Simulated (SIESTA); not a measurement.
Crystal: CsLiCr2Te2S3.

```
Cs Li Cr Te S
1.0
     3.67471   -0.00018   -0.00146
     0.00068    6.25849    0.00267
     0.09970    0.01509   18.87835
Cs Li Cr Te S
2 2 4 4 6
Direct
  0.00702 0.99658 0.60964
  0.50622 0.49563 0.63737
  0.49757 0.83290 0.98554
  0.99760 0.33501 0.98513
  0.99390 0.00068 0.13453
  0.49393 0.50024 0.13461
  0.00147 0.66940 0.83098
  0.50140 0.16737 0.83340
  0.01027 0.59621 0.46271
  0.51068 0.22697 0.45459
  0.49158 0.83669 0.22777
  0.99165 0.33648 0.22784
  0.99971 0.99979 0.90043
  0.49974 0.50461 0.89926
  0.99553 0.66614 0.07188
  0.49551 0.16656 0.07160
  0.50316 0.84068 0.76492
  0.00305 0.32804 0.76778
```

The cell was built by a generator and needn't be a form met in nature.

| Quantity | Value |
| --- | --- |
| Program | SIESTA 5.4.2 |
| Task | single point |
| Functional | PBE |
| Potentials or basis | PseudoDojo 0.4 standard (PBE files) |
| Basis | DZP (energy shift 0.003 Ry; two zetas on semicore shells; d shell added on Cs) |
| Grid cutoff | 800 Ry |
| Energy shift | 0.003 Ry |
| k mesh | 7 × 5 × 2 |
| Occupations | fermi-dirac, width 0.05 eV |
| Spin | collinear spin, ferromagnetic start |
| Starting moments | [0.0, 0.0, 0.0, 0.0, 3.0, 3.0, 3.0, 3.0, 0.0, 0.0, 0.0, 0.0, 0.0, 0.0, 0.0, 0.0, 0.0, 0.0] μB |

On this cell: pressure 0.7 GPa; largest force 0.558 eV/Å; net moment 11.51 μB per cell; site moments Cs -0.01, -0.02; Li -0.06, -0.07; Cr +3.28, +3.34, +3.31; Te -0.00, -0.38; S -0.13, -0.11, -0.15 μB; band gap on the k mesh none (metal or under the smearing width).

The same run follows on a disturbed copy (atoms moved at random, drawn with an rms of 0.05 Å):

```xyz
18
Lattice="3.6747 -0.0002 -0.0015 0.0007 6.2585 0.0027 0.0997 0.0151 18.8784" Properties=species:S:1:pos:R:3 pbc="T T T"
Cs    0.0426    6.2509   11.4865
Cs    1.8827    3.1216   12.0716
Li    1.9556    5.2151   18.6396
Li    3.7838    2.1137   18.5874
Cr    3.6519   -0.0182    2.4948
Cr    1.8089    3.1271    2.5788
Cr    0.0717    4.1596   15.6624
Cr    1.9420    1.0905   15.7344
Te    0.0512    3.7624    8.7286
Te    1.9105    1.4784    8.5502
Te    1.8491    5.2532    4.3679
Te    3.6682    2.1295    4.2674
S     3.7386    6.2968   17.0166
S     1.9736    3.1885   16.9390
S     3.6502    4.1927    1.3896
S     1.8374    1.0154    1.3302
S     1.9504    5.2870   14.4484
S     0.0841    2.0588   14.5989
```

Question: What does the disturbed cell give?

Answer: The energy (extrapolated to zero smearing) moves by +10.5 meV/atom; pressure 1.0 GPa; largest force 1.119 eV/Å; net moment 11.52 μB per cell; site moments Cs -0.01; Li -0.06; Cr +3.25, +3.31, +3.32, +3.27; Te -0.00, -0.39, -0.36; S -0.13, -0.12, -0.09, -0.15 μB; band gap on the k mesh none (metal or under the smearing width).

Forces in eV/Å, atoms in the order of the input:
```
Cs   0.042  0.054  0.007
Cs   0.028 -0.107  0.005
Li  -0.033  0.027 -0.071
Li  -0.006 -0.016  0.013
Cr   0.136  0.293  0.424
Cr   0.103  0.104 -0.364
Cr   0.324  0.782  0.310
Cr  -0.165 -0.532  0.476
Te   0.055  0.729  0.087
Te  -0.073 -0.755 -0.030
Te  -0.081  0.013 -0.171
Te  -0.064 -0.256  0.498
S    0.176 -0.227  0.042
S   -0.302  0.022  0.463
S    0.041 -0.374 -0.358
S   -0.105  0.238  0.038
S   -0.165 -0.009 -0.253
S    0.089  0.014 -1.115
```

Stress tensor (GPa, compression positive):
```
 1.13  0.13 -0.13
 0.13  1.50 -0.04
-0.13 -0.04  0.48
```

Caveats: the basis of atomic orbitals isn't converged, which shifts pressures, moduli and gaps; only a ferromagnetic start was run, and an antiferromagnetic order may lie lower in energy.
